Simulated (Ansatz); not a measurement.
# AlMo3C: what a guessed cell relaxes into, part 1 of 2

The task: take a trial cell of AlMo3C to zero force and stress.

Program: Ansatz 0.2.0. Level of theory: DFT PBE, scalar-relativistic, plane waves, PAW. These are calculated values, not measurements.

## Step 1: The structure to begin with

It takes space group P-4m2 (No. 115, tetragonal). Conventional cell: a = 3.510 Å, b = 3.510 Å, c = 7.099 Å, α = 90.00°, β = 90.00°, γ = 90.00°. Around Al (site symmetry -4m2) lie 4 C at 2.48 Å and 4 Mo at 2.83 Å. Around Mo (site symmetry -4m2) lie 4 Mo at 2.20 Å. Around Mo (site symmetry 2mm) lie 2 Mo at 2.20 Å and 2 Al at 2.83 Å and 2 C at 2.83 Å. C (site symmetry -4m2) has 4 Al at 2.48 Å and 4 Mo at 2.83 Å as nearest neighbours.

Structure file:

```xyz
5
Lattice="3.5103 0.0000 0.0000 0.0000 3.5103 0.0000 0.0000 0.0000 7.0987" Properties=species:S:1:pos:R:3 pbc="T T T"
Al    0.0000    0.0000    3.5494
Mo    0.0000    0.0000    0.0000
Mo    0.0000    1.7552    5.7690
Mo    1.7552    0.0000    1.3297
C     1.7552    1.7552    3.5494
```

The cell is invented: random cell by space group and Wyckoff sites (P-4m2, No. 115). Lengths come from tabulated atomic sizes and are only a guess.

## Step 2: Probe: one point on a coarse mesh

Input file input.yaml:

```yaml
crystal:
  lattice:
    - [3.51033618, 0.0, 0.0]
    - [0.0, 3.51033618, 0.0]
    - [0.0, 0.0, 7.09870006]
  atoms:
    - { symbol: Al, position: [0.0, 0.0, 0.5] }
    - { symbol: Mo, position: [0.0, 0.0, 0.0] }
    - { symbol: Mo, position: [0.0, 0.5, 0.8126868] }
    - { symbol: Mo, position: [0.5, 0.0, 0.1873132] }
    - { symbol: C, position: [0.5, 0.5, 0.5] }
basis:
  ecutwfc: 420
kpoints:
  mp_grid: { grid: [6, 6, 4] }
hamiltonian:
  xc: pbe
scf:
  occupations: { method: gaussian, width: 0.1 }
  lower_state_search: "off"
output:
  forces: true
  stress: true
  eigenvalues: true
```

Started as:

```
$ ansatz run input.yaml --threads 1 --pin off --max-ram 2560MiB --backend cpu --events-out ev --progress --plain --runs-dir out
```

The program printed (excerpt; [...] marks lines left out):

```text
Warning: RAYON_NUM_THREADS=1 ignored (pool sized by the plan → 1); use --threads N
[...]
Pseudopotentials: kind: paw
Pseudopotential: Al, paw, valence charge 3, recommended cutoff 420 eV (normal), Al.paw.azcp
Pseudopotential: Mo, paw, valence charge 14, recommended cutoff 420 eV (normal), Mo.paw.azcp
Pseudopotential: C, paw, valence charge 4, recommended cutoff 420 eV (normal), C.paw.azcp
Functional definition: PBE
[...]
Crystal: 5 atoms, lattice volume = 87.473 Å³
Basis set: ecut = 420 eV, 1699 PW (Γ), exchange–correlation on 48×48×96 points (8 copies of the dense FFT grid, shifted against one another)
Bands: 30, of which v1, the nominal top of the filled ones, is band 25 counted from 1 (24 counted from 0)
Symmetry: 8 space group operations
Space group: P-4m2 (ITA 115), of the structure as read, at distance tolerance 4.4e-5 Å
k-points: 30 of 144 (time reversal used)
[...]
SCF iter   1: F=—  HF=-15646.077137 eV  |F-HF|=—  |Δ(HF+E_count)|=         —  Δρ=1.57e-2  dr2=3.79e-1  ethr=1.77e-3  ⟨swp⟩=5.7  Hψ=3512  notcnv=0
[...]
SCF iter   7: F=-15646.050190 eV  HF=-15646.050190 eV  |F-HF|=2.23e-8  |Δ(HF+E_count)|=   1.44e-7  Δρ=5.29e-6  dr2=4.90e-8  ethr=2.04e-10  ⟨swp⟩=6.8  Hψ=3484  notcnv=0
[...]
SCF converged after 7 iterations
Free energy (F): -15646.050190 eV
[...]
E sigma→0 (E₀):  -15646.041360 eV
Entropy (-TS):   -0.017660 eV (-3.532 meV/atom)
Fermi energy:    12.589121 eV
[...]
--- Forces (eV/Å), atoms counted from 1 ---
  atom   1  Al    -0.00000000     0.00000000     0.00000000
  atom   2  Mo     0.00000000     0.00000000     0.00000000
  atom   3  Mo    -0.00000000     0.00000000    -7.34073848
  atom   4  Mo     0.00000000     0.00000000     7.34073848
  atom   5  C     -0.00000000     0.00000000     0.00000000
[...]
--- Stress (GPa, compression-positive) ---
        6.416233       0.000000       0.000000
        0.000000       6.416233       0.000000
        0.000000       0.000000       6.513145
  P = ⅓ Tr σ = 6.4485 GPa (64.485 kbar)
--- Band table (eV; the first three rows and the last of 30) ---
[...]
```

It took 5.7 s on 1 thread of Arm Neoverse V1, shared host; peak memory 0.32 GiB.

From the probe: pressure 6.4 GPa, largest force 7.34 eV/Å, gap on this mesh none (metal). A guess like this is first relaxed loosely on the coarse mesh.

## Step 3: A loose first relaxation

input.yaml: that of step 2 with these lines changed.

```diff
@@ -24 +24,6 @@
   eigenvalues: true
+relax:
+  adjacent_minimum: "off"
+  f_tol: 0.04
+  max_steps: 70
+  cell: { stress_tol: 0.4 }
```

Started as:

```
$ ansatz run input.yaml --threads 1 --pin off --max-ram 2560MiB --backend cpu --events-out ev --progress --plain --runs-dir out
```

The program printed:

```text
Warning: RAYON_NUM_THREADS=1 ignored (pool sized by the plan → 1); use --threads N
Engine: ansatz 0.2.0, aarch64-unknown-linux-gnu
[... 5 set-up lines as earlier in the session ...]
  parameter kappa = 0.804
  parameter beta = 0.06672455060314922
  exchange = pbe_x(kappa = kappa, mu = beta*pi^2/3)
  correlation = pbe_c(beta = beta)
Crystal: 5 atoms, lattice volume = 87.473 Å³
Basis set: ecut = 420 eV, 1699 PW (Γ), exchange–correlation on 48×48×96 points (8 copies of the dense FFT grid, shifted against one another)
Bands: 30, of which v1, the nominal top of the filled ones, is band 25 counted from 1 (24 counted from 0)
[... 2 set-up lines as earlier in the session ...]
k-points: 30 of 144 (time reversal used)
Non-local potential: Al, projectors of the file, l = 0: 2, l = 1: 2, l = 2: 1
Non-local potential: Mo, projectors of the file, l = 0: 3, l = 1: 2, l = 2: 2, l = 3: 1
Non-local potential: C, projectors of the file, l = 0: 2, l = 1: 2, l = 2: 1
PAW form: soft (Blöchl's): semilocal exchange-correlation on the pseudo side does not see the compensation charge
PAW one-centre angular grid: Al, 110 points (default); XC on 64 Gauss nodes
PAW one-centre angular grid: Mo, 590 points (default); XC on 64 Gauss nodes
PAW one-centre angular grid: C, 110 points (default); XC on 64 Gauss nodes
Initial density: superposition of atomic densities (neutral atoms: chi_scale 0, normalization atom), corrected by the library's trained network
Initial wavefunctions: pseudopotential atomic-orbital guess
Functional: x = pbe(κ = 0.804, μ = 0.2195149727645171), c = pbe(β = 0.06672455060314922)
SCF iter   1: F=—  HF=-15646.077137 eV  |F-HF|=—  |Δ(HF+E_count)|=         —  Δρ=1.57e-2  dr2=3.79e-1  ethr=1.77e-3  ⟨swp⟩=5.7  Hψ=3512  notcnv=0
preconditioner: auto → Kerker (q_TF=auto, 2.477 Å⁻¹)  [metal: Δε(μ)=0.043 eV  Ē_g=4.555 eV  σ=0.100 eV  W_gap=0.24  n_scr=16 (ndim 8)  ℏωp=19.9 eV  f_vac=0.000  D(μ)=3.72/eV (n_scr^D=38)]
SCF iter   2: F=—  HF=-15646.057374 eV  |F-HF|=—  |Δ(HF+E_count)|=   1.98e-2  Δρ=7.96e-3  dr2=1.06e-1  ethr=7.74e-4  ⟨swp⟩=1.0  Hψ=1140  notcnv=0
SCF iter   3: F=—  HF=-15646.050288 eV  |F-HF|=—  |Δ(HF+E_count)|=   7.09e-3  Δρ=1.07e-3  dr2=2.19e-3  ethr=2.16e-4  ⟨swp⟩=1.6  Hψ=932  notcnv=0
SCF iter   4: F=—  HF=-15646.050019 eV  |F-HF|=—  |Δ(HF+E_count)|=   2.69e-4  Δρ=2.91e-4  dr2=2.10e-4  ethr=4.48e-6  ⟨swp⟩=2.0  Hψ=1225  notcnv=0
SCF iter   5: F=—  HF=-15646.049993 eV  |F-HF|=—  |Δ(HF+E_count)|=   2.59e-5  Δρ=1.09e-4  dr2=1.21e-5  ethr=4.29e-7  ⟨swp⟩=2.0  Hψ=1071  notcnv=0
SCF iter   6: F=—  HF=-15646.050190 eV  |F-HF|=—  |Δ(HF+E_count)|=   1.97e-4  Δρ=2.50e-5  dr2=5.00e-7  ethr=2.48e-8  ⟨swp⟩=2.0  Hψ=1248  notcnv=0  defer=2
SCF iter   7: F=-15646.050190 eV  HF=-15646.050190 eV  |F-HF|=2.23e-8  |Δ(HF+E_count)|=   1.44e-7  Δρ=5.29e-6  dr2=4.90e-8  ethr=2.04e-10  ⟨swp⟩=6.8  Hψ=3484  notcnv=0
SCF 1 converged in 7 iterations: F = -15646.050190 eV  dr2 = 4.90e-8
relax step   1: F+E_penalty+E_count = -15646.05019026 eV  Δ(F+E_penalty+E_count) = +0.000e0 eV  max|allowed force component| = 7.341e0 eV/Å  Δτ_max = 0.0000 Å  P = +6.449 GPa  Ω = 87.473 Å³  (7 SCF iters, dr2 threshold 1.00e-7 eV, accepted)
Crystal: 5 atoms, lattice volume = 86.731 Å³
Initial density: handed on by an earlier stage of this run
Initial wavefunctions: those handed on with the density
SCF iter   1: F=—  HF=-15648.711973 eV  |F-HF|=—  |Δ(HF+E_count)|=         —  Δρ=3.51e-2  dr2=2.26e0  ethr=3.10e-3  ⟨swp⟩=8.7  Hψ=3880  notcnv=0
preconditioner: auto → Kerker (q_TF=auto, 2.481 Å⁻¹)  [metal: Δε(μ)=0.062 eV  Ē_g=4.559 eV  σ=0.100 eV  W_gap=0.33  n_scr=16 (ndim 8)  ℏωp=19.9 eV  f_vac=0.000  D(μ)=2.20/eV (n_scr^D=16)]
SCF iter   2: F=—  HF=-15648.556549 eV  |F-HF|=—  |Δ(HF+E_count)|=   1.55e-1  Δρ=1.71e-2  dr2=4.95e-1  ethr=3.10e-3  ⟨swp⟩=1.4  Hψ=1154  notcnv=0  defer=7
SCF iter   3: F=—  HF=-15648.516156 eV  |F-HF|=—  |Δ(HF+E_count)|=   4.04e-2  Δρ=2.60e-3  dr2=6.87e-3  ethr=1.01e-3  ⟨swp⟩=2.0  Hψ=1229  notcnv=0  defer=16
SCF iter   4: F=—  HF=-15648.515585 eV  |F-HF|=—  |Δ(HF+E_count)|=   5.70e-4  Δρ=4.53e-4  dr2=5.51e-4  ethr=1.40e-5  ⟨swp⟩=2.2  Hψ=1437  notcnv=0  defer=16
SCF iter   5: F=—  HF=-15648.515537 eV  |F-HF|=—  |Δ(HF+E_count)|=   4.81e-5  Δρ=1.59e-4  dr2=2.89e-5  ethr=1.12e-6  ⟨swp⟩=2.2  Hψ=1130  notcnv=0  defer=16
SCF iter   6: F=—  HF=-15648.515670 eV  |F-HF|=—  |Δ(HF+E_count)|=   1.33e-4  Δρ=3.71e-5  dr2=1.91e-6  ethr=5.89e-8  ⟨swp⟩=2.0  Hψ=1229  notcnv=0  defer=16
SCF iter   7: F=-15648.515670 eV  HF=-15648.515670 eV  |F-HF|=7.72e-8  |Δ(HF+E_count)|=   1.95e-7  Δρ=1.01e-5  dr2=1.91e-7  ethr=1.02e-9  ⟨swp⟩=7.7  Hψ=3696  notcnv=0
the search or the solves at the SCF's close seem to have found levels that the self-consistency loop had missed (the run counts 2). By its estimate they hold under 1e-12 electrons; where the run keeps them, the occupations were computed again with them
SCF 2 converged in 7 iterations: F = -15648.515670 eV  dr2 = 1.91e-7
relax step   2: F+E_penalty+E_count = -15648.51567026 eV  Δ(F+E_penalty+E_count) = -2.465e0 eV  max|allowed force component| = 5.354e0 eV/Å  Δτ_max = 0.1948 Å  P = -3.939 GPa  Ω = 86.731 Å³  energy of the carried Pulay correction = +4.266e-4 eV  (7 SCF iters, dr2 threshold 5.00e-7 eV, accepted)
Crystal: 5 atoms, lattice volume = 83.692 Å³
Basis set: ecut = 420 eV, 1627 PW (Γ), exchange–correlation on 48×48×96 points (8 copies of the dense FFT grid, shifted against one another)
SCF iter   1: F=—  HF=-15650.507860 eV  |F-HF|=—  |Δ(HF+E_count)|=         —  Δρ=3.97e-2  dr2=3.25e0  ethr=3.10e-3  ⟨swp⟩=7.8  Hψ=4332  notcnv=0
preconditioner: auto → Kerker (q_TF=auto, 2.495 Å⁻¹)  [metal: Δε(μ)=0.010 eV  Ē_g=4.758 eV  σ=0.100 eV  W_gap=0.06  n_scr=16 (ndim 8)  ℏωp=20.3 eV  f_vac=0.000  D(μ)=4.36/eV (n_scr^D=38)]
SCF iter   2: F=—  HF=-15650.289247 eV  |F-HF|=—  |Δ(HF+E_count)|=   2.19e-1  Δρ=1.98e-2  dr2=8.04e-1  ethr=3.10e-3  ⟨swp⟩=1.9  Hψ=1192  notcnv=0  defer=14
SCF iter   3: F=—  HF=-15650.220756 eV  |F-HF|=—  |Δ(HF+E_count)|=   6.85e-2  Δρ=2.77e-3  dr2=1.02e-2  ethr=1.64e-3  ⟨swp⟩=2.1  Hψ=1238  notcnv=0  defer=20
SCF iter   4: F=—  HF=-15650.219403 eV  |F-HF|=—  |Δ(HF+E_count)|=   1.35e-3  Δρ=5.43e-4  dr2=8.22e-4  ethr=2.08e-5  ⟨swp⟩=2.3  Hψ=1488  notcnv=0  defer=20
SCF iter   5: F=—  HF=-15650.219287 eV  |F-HF|=—  |Δ(HF+E_count)|=   1.15e-4  Δρ=1.87e-4  dr2=4.08e-5  ethr=1.68e-6  ⟨swp⟩=2.0  Hψ=1184  notcnv=0  defer=20
SCF iter   6: F=—  HF=-15650.219329 eV  |F-HF|=—  |Δ(HF+E_count)|=   4.15e-5  Δρ=4.24e-5  dr2=1.86e-6  ethr=8.33e-8  ⟨swp⟩=2.0  Hψ=1207  notcnv=0  defer=20
SCF iter   7: F=-15650.219329 eV  HF=-15650.219329 eV  |F-HF|=1.05e-7  |Δ(HF+E_count)|=   2.40e-7  Δρ=1.15e-5  dr2=2.23e-7  ethr=1.02e-9  ⟨swp⟩=7.6  Hψ=3648  notcnv=0
the search or the solves at the SCF's close seem to have found levels that the self-consistency loop had missed (the run counts 1). By its estimate they hold under 1e-12 electrons; where the run keeps them, the occupations were computed again with them
SCF 3 converged in 7 iterations: F = -15650.219329 eV  dr2 = 2.23e-7
relax step   3: F+E_penalty+E_count = -15650.21932896 eV  Δ(F+E_penalty+E_count) = -1.704e0 eV  max|allowed force component| = 1.788e0 eV/Å  Δτ_max = 0.1939 Å  P = -7.322 GPa  Ω = 83.692 Å³  energy of the carried Pulay correction = +2.210e-3 eV  (7 SCF iters, dr2 threshold 5.00e-7 eV, accepted)
[... from here on, the SCF cycles and remarks between the steps are left out ...]
relax step   4: F+E_penalty+E_count = -15651.08694126 eV  Δ(F+E_penalty+E_count) = -8.676e-1 eV  max|allowed force component| = 1.591e0 eV/Å  Δτ_max = 0.1408 Å  P = -1.450 GPa  Ω = 77.866 Å³  energy of the carried Pulay correction = +5.813e-3 eV  (7 SCF iters, dr2 threshold 5.00e-7 eV, accepted)
relax step   5: F+E_penalty+E_count = -15651.82912331 eV  Δ(F+E_penalty+E_count) = -7.422e-1 eV  max|allowed force component| = 1.729e0 eV/Å  Δτ_max = 0.0027 Å  P = -0.980 GPa  Ω = 75.195 Å³  energy of the carried Pulay correction = +7.552e-3 eV  (6 SCF iters, dr2 threshold 5.00e-7 eV, accepted)
relax step   6: F+E_penalty+E_count = -15652.44556424 eV  Δ(F+E_penalty+E_count) = -6.164e-1 eV  max|allowed force component| = 2.042e-2 eV/Å  Δτ_max = 0.0601 Å  P = +0.837 GPa  Ω = 72.463 Å³  energy of the carried Pulay correction = +9.390e-3 eV  (6 SCF iters, dr2 threshold 5.00e-7 eV, accepted)
relax step   7: F+E_penalty+E_count = -15652.55008342 eV  Δ(F+E_penalty+E_count) = -1.045e-1 eV  max|allowed force component| = 9.829e-3 eV/Å  Δτ_max = 0.0008 Å  P = +0.827 GPa  Ω = 71.481 Å³  energy of the carried Pulay correction = +1.007e-2 eV  (6 SCF iters, dr2 threshold 5.00e-7 eV, accepted)
relax step   8: F+E_penalty+E_count = -15652.55109866 eV  Δ(F+E_penalty+E_count) = -1.015e-3 eV  max|allowed force component| = 6.150e-3 eV/Å  Δτ_max = 0.0004 Å  P = +0.057 GPa  Ω = 71.809 Å³  energy of the carried Pulay correction = +9.839e-3 eV  (6 SCF iters, dr2 threshold 5.00e-7 eV, accepted)
relax step   9: F+E_penalty+E_count = -15652.56399476 eV  Δ(F+E_penalty+E_count) = -1.290e-2 eV  max|allowed force component| = 4.352e-3 eV/Å  Δτ_max = 0.0000 Å  P = +0.285 GPa  Ω = 71.809 Å³  stress off target by 9.07e-1 GPa  SCF on the basis re-selected at this cell (its energy is not comparable with the rows above)  (6 SCF iters)
relax step  10: F+E_penalty+E_count = -15652.56446926 eV  Δ(F+E_penalty+E_count) = -4.745e-4 eV  max|allowed force component| = 8.219e-3 eV/Å  Δτ_max = 0.0000 Å  P = +0.030 GPa  Ω = 71.859 Å³  energy of the carried Pulay correction = -3.022e-5 eV  (6 SCF iters, dr2 threshold 5.00e-7 eV, accepted)
iter 1 solved again at ethr=4.27e-8 eV; its pass at ethr=3.10e-3 eV (dr2=2.09e-5 eV) is discarded
SCF iter   1: F=—  HF=-15652.564402 eV  |F-HF|=—  |Δ(HF+E_count)|=         —  Δρ=3.95e-5  dr2=3.45e-8  ethr=4.27e-8  ⟨swp⟩=3.6  Hψ=6184  notcnv=0
preconditioner: auto → Kerker (q_TF=auto, 2.560 Å⁻¹)  [metal: Δε(μ)=0.048 eV  Ē_g=4.898 eV  σ=0.100 eV  W_gap=0.27  n_scr=18 (ndim 8)  ℏωp=21.9 eV  f_vac=0.000  D(μ)=3.24/eV (n_scr^D=26)]
SCF iter   2: F=—  HF=-15652.564502 eV  |F-HF|=—  |Δ(HF+E_count)|=   9.97e-5  Δρ=2.00e-5  dr2=7.95e-9  ethr=7.04e-11  ⟨swp⟩=2.9  Hψ=1718  notcnv=0
iter 3 did not close the SCF: its close was put off for the readings that it lacked (scf_convergence_deferred on its scf_iter line)
SCF iter   3: F=-15652.564502 eV  HF=-15652.564502 eV  |F-HF|=7.19e-8  |Δ(HF+E_count)|=   6.88e-7  Δρ=6.20e-6  dr2=1.09e-9  ethr=1.62e-11  ⟨swp⟩=1.0  Hψ=900  notcnv=0
iter 4 did not close the SCF: its close was put off for the readings that it lacked (scf_convergence_deferred on its scf_iter line)
SCF iter   4: F=-15652.564502 eV  HF=-15652.564502 eV  |F-HF|=7.02e-9  |Δ(HF+E_count)|=   6.51e-8  Δρ=1.97e-6  dr2=2.41e-10  ethr=2.22e-12  ⟨swp⟩=1.0  Hψ=900  notcnv=0
iter 5 did not close the SCF: its close was put off for the readings that it lacked (scf_convergence_deferred on its scf_iter line)
SCF iter   5: F=-15652.564502 eV  HF=-15652.564502 eV  |F-HF|=1.38e-10  |Δ(HF+E_count)|=   6.96e-9  Δρ=3.58e-7  dr2=6.03e-11  ethr=1.00e-12  ⟨swp⟩=1.0  Hψ=900  notcnv=0
SCF iter   6: F=-15652.564502 eV  HF=-15652.564502 eV  |F-HF|=7.28e-12  |Δ(HF+E_count)|=  1.78e-10  Δρ=9.11e-8  dr2=1.27e-11  ethr=1.00e-12  ⟨swp⟩=1.3  Hψ=1930  notcnv=0
SCF 11 converged in 6 iterations: F = -15652.564502 eV  dr2 = 1.27e-11
relax step  11: F+E_penalty+E_count = -15652.56450238 eV  Δ(F+E_penalty+E_count) = -3.312e-5 eV  max|allowed force component| = 8.215e-3 eV/Å  Δτ_max = 0.0000 Å  P = +0.031 GPa  Ω = 71.859 Å³  stress off target by 4.66e-2 GPa  SCF on the basis re-selected at this cell (its energy is not comparable with the rows above)  (6 SCF iters)
basis re-selected at this cell: Δ(F+E_penalty+E_count) = -3.312e-5 eV, ΔP = +0.000 GPa vs the last step (what re-selecting the basis moved, of the pressure what is left beyond the Pulay correction that the steps carried, after the strain that the cell walked since its last selection, with what the two solves' SCF thresholds leave and, on support functions, any second-order correction that the steps lacked; it is no measure of the basis error at this ecutwfc). This SCF's stress stands 4.66e-2 GPa from its target on what of the cell is left free (relax.cell.stress_tol is 4.00e-1 GPa) and its largest allowed force component is 8.22e-3 eV/Å (relax.f_tol is 4.00e-2 eV/Å): within both
SCF converged after 6 iterations
Free energy (F): -15652.564502 eV
Harris-Foulkes:  -15652.564502 eV  (|F-HF|=7.28e-12)
Internal energy: -15652.548284 eV  (E = F + TS)
E sigma→0 (E₀):  -15652.556393 eV
Entropy (-TS):   -0.016219 eV (-3.244 meV/atom)
Fermi energy:    15.978997 eV
--- Per-component energies (eV) ---
  E_band       = -292.573012
  E_kinetic    = 1436.639225
  E_local      = -3378.808631  (includes V_loc(G=0)·N_el)
  E_nonlocal   = 469.696779
  E_hartree    = 1198.858771
  E_xc         = -637.311576
  E_vxc        = -774.226121  (∫ρ·V_xc dr)
  E_paw        = -10171.598223  (= ΣΔE_a)
  E_vpaw       = -443.591807  (= ΣTr[D̂ρ^β])
  E_aug_tail   = 0.000144  (compensation charges beyond the density's cutoff)
  E_ewald      = -4570.024773
  E_smearing   = -0.016219  (= −TS)
  E_closure    = -0.000000  (closes the sum)
  Σ components = -15652.564502   (vs F -15652.564502, Δ=0.00e0)
--- Forces (eV/Å), atoms counted from 1 ---
  atom   1  Al    -0.00000000    -0.00000000    -0.00000000
  atom   2  Mo     0.00000000     0.00000000     0.00000000
  atom   3  Mo    -0.00000000    -0.00000000     0.00821530
  atom   4  Mo    -0.00000000    -0.00000000    -0.00821530
  atom   5  C     -0.00000000    -0.00000000    -0.00000000
  max |Σ_I F_I| component: 2.64e-16 eV/Å
--- Stress (GPa, compression-positive) ---
        0.022719      -0.000000       0.000000
       -0.000000       0.022719       0.000000
        0.000000       0.000000       0.046619
  P = ⅓ Tr σ = 0.0307 GPa (0.307 kbar)
--- Band table (eV; the first three rows and the last of 30) ---
  k-point 0: bands = ["-44.9095", "-44.7822", "-44.5912", "-19.5781", "-18.9457", "-18.8085", "-18.8085", "-18.6772", "-18.6772", "-18.3646", "-18.3646", "-18.1674", "2.6826", "10.1003", "10.7895", "11.6367", "12.2590", "13.1189", "13.3077", "14.0886", "14.0886", "14.8394", "14.8394", "14.8417", "16.4235", "17.2573", "17.7245", "18.1555", "18.1555", "18.2900"]
  k-point 1: bands = ["-44.9095", "-44.7823", "-44.5911", "-19.5809", "-18.9399", "-18.8084", "-18.8084", "-18.6773", "-18.6773", "-18.3645", "-18.3645", "-18.1705", "2.6889", "9.7197", "11.3068", "11.6647", "12.3729", "13.0495", "13.3436", "13.9366", "13.9366", "14.4716", "15.1822", "15.1822", "16.4048", "17.1524", "17.5061", "17.5061", "17.7286", "18.2803"]
  k-point 2: bands = ["-44.9094", "-44.7825", "-44.5911", "-19.5836", "-18.9342", "-18.8083", "-18.8083", "-18.6775", "-18.6775", "-18.3645", "-18.3645", "-18.1736", "2.6952", "9.5025", "11.5642", "11.7643", "12.6156", "12.9443", "13.6612", "13.7390", "13.8348", "13.8348", "15.5699", "15.5699", "16.3943", "16.9539", "16.9539", "17.1075", "17.7328", "18.2705"]
  k-point 29: bands = ["-44.6878", "-44.6878", "-44.6270", "-19.4523", "-19.3352", "-19.3352", "-19.1244", "-19.1238", "-18.9966", "-18.5005", "-18.5005", "-18.2756", "6.4319", "9.9186", "9.9186", "11.6298", "12.6976", "12.7131", "12.7383", "12.7383", "13.6996", "14.3302", "14.3302", "15.8857", "16.8861", "18.5809", "18.9498", "18.9498", "19.5019", "19.6213"]
--- Relaxed structure (9 steps of the walk, 9 accepted, 2 SCFs on fresh bases) ---
  F+E_penalty+E_count = -15652.56450238 eV   max|allowed force component| = 8.215e-3 eV/Å   (the final SCF, on the basis selected at the relaxed cell)
  cell:  # Å, volume = 71.8589 Å³
    - [2.9427575308446783, -5.330465758821862e-34, 1.941812526427964e-33]
    - [-5.330465758821862e-34, 2.9427575308446783, 0.0]
    - [3.926787632591628e-33, 0.0, 8.297969183258477]
  atoms:
    - { symbol: Al, position: [-1.2317090168695313e-33, -3.2944368572595385e-83, 0.5000000000000001] }
    - { symbol: Mo, position: [2.48536385141157e-33, 6.62667660571328e-83, -1.5639807503363605e-18] }
    - { symbol: Mo, position: [1.7584086410097312e-33, 0.5, 0.7467741361602227] }
    - { symbol: Mo, position: [0.5, 1.0691058840368783e-50, 0.25322586383977735] }
    - { symbol: C, position: [0.5, 0.5, 0.5000000000000001] }
```

Run time: 74 s. Hardware: 1 thread of Arm Neoverse V1, shared host; peak memory 0.35 GiB.

Relaxation path:

| step | E - E(step 1) (eV/cell) | largest force component (eV/Å) | pressure (GPa) | volume (Å³) |
| --- | --- | --- | --- | --- |
| 1 | 0.0000 | 7.3407 | 6.45 | 87.47 |
| 2 | -2.4655 | 5.3536 | -3.94 | 86.73 |
| 3 | -4.1691 | 1.7876 | -7.32 | 83.69 |
| 4 | -5.0368 | 1.5910 | -1.45 | 77.87 |
| 5 | -5.7789 | 1.7285 | -0.98 | 75.19 |
| 6 | -6.3954 | 0.0204 | 0.84 | 72.46 |
| 7 | -6.4999 | 0.0098 | 0.83 | 71.48 |
| 8 | -6.5009 | 0.0062 | 0.06 | 71.81 |
| 9 | -6.5138 | 0.0044 | 0.28 | 71.81 |
| 10 | -6.5143 | 0.0082 | 0.03 | 71.86 |
| 11 | -6.5143 | 0.0082 | 0.03 | 71.86 |

Step 1 is the start. Steps 9, 11 each repeat the geometry before them on a plane-wave basis chosen anew, so the energy can jump there without any move.

|  | before | after | change |
| --- | --- | --- | --- |
| a (Å) | 3.510 | 2.943 | -16.2 % |
| b (Å) | 3.510 | 2.943 | -16.2 % |
| c (Å) | 7.099 | 8.298 | +16.9 % |
| volume (Å³/atom) | 17.49 | 14.37 | -17.9 % |
| shortest distance (Å) | 2.202 | 2.081 | -5.5 % |
| space group (0.01 Å) | P-4m2 | P-4m2 | same |

Forces and stress were held to the start's 8 operations: a distortion of lower symmetry was not tested.

(Continued in part 2 of 2.)
